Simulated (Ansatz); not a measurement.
# HfSiH3+ (triplet): from Hartree-Fock to the top rungs, def2-SVP

The task here is to estimate one member of a computed series from the others.

The runs use Ansatz 0.2.0, Gaussian basis; def2-SVP, core rule «outside noble gas», up to 9 orbitals frozen.

Plan: UHF; CCSD(T) on ROHF; CCSD(T) on UHF; CISD; CCSDT(Q) on ROHF; CCSDT(Q) on UHF.

22 further runs of the same task are left out: 6 that didn't finish, 16 set aside as unsound or not needed.

### What is computed

The geometry is a PBE0/def2-TZVP stationary point (not a proven minimum) of the parent state, kept for this charge and spin. No spin-orbit coupling is included. Elements past krypton take def2 core potentials.

5 atoms, charge 1, spin multiplicity 3.

Atoms are counted from 1 here; the program's logs count them from 0.

Bond lengths: Hf1–Si2 2.705 Å, Si2–H3 1.501 Å, Si2–H4 1.501 Å, Si2–H5 1.501 Å. Angles: Hf1–Si2–H3 113.3°, Hf1–Si2–H4 113.3°, Hf1–Si2–H5 113.3°, H3–Si2–H4 105.4°, H3–Si2–H5 105.4°, H4–Si2–H5 105.4°.

Set-up of the first run:

File in.yaml:

```yaml
crystal:
  periodic: [false, false, false]
  atoms:
    - {symbol: Hf, position_ang: [-0.410088, 0.002760, 0.001535]}
    - {symbol: Si, position_ang: [2.295112, -0.015447, -0.008590]}
    - {symbol: H, position_ang: [2.880223, -1.397679, -0.005154]}
    - {symbol: H, position_ang: [2.898606, 0.674540, 1.179957]}
    - {symbol: H, position_ang: [2.889606, 0.664796, -1.207247]}
basis:
  gaussian: {orbitals: def2-SVP}
total_charge: 1
magnetization: {spin_polarized: true, initial_magnetization: 2}
hamiltonian: {xc: hf}
output: {orbitals: {seedname: orbitals}}
```

Command:

```sh
$ ansatz run in.yaml --threads 1 --pin off --events-out ev --progress --plain --max-ram 2393MiB
```

Steps of the session up to this table: UHF; CCSD(T) on ROHF; CCSD(T) on UHF; CISD; CCSDT(Q) on ROHF; CCSDT(Q) on UHF.

One table of the session follows, with a row left open; its other results are not shown here.

It belongs to the step «Misses and costs». 

```
   method  from RCCSDT(Q) (meV)
     ROHF               +4681.1
      UHF               +4586.8
     RMP2                     ?
     UMP2                +982.9
     CISD                +470.1
    RCCSD                +170.1
    UCCSD                +102.1
 RCCSD(T)                 +38.0
 UCCSD(T)                 -29.6
   RCCSDT                  +6.0
   UCCSDT                 -61.9
RCCSDT(Q)                     0
UCCSDT(Q)                 -68.2
```

Estimate the missing values for RMP2.

**Answer.** from RCCSDT(Q) (meV): +1049.0. In the column «from RCCSDT(Q) (meV)» it lies between UMP2 (+982.9) and UHF (+4586.8).

Caveats from the session: Restricted and unrestricted rows rest on different reference determinants; where their highest levels disagree by more than a few hundredths of an eV, they describe different states and don't form one ladder.
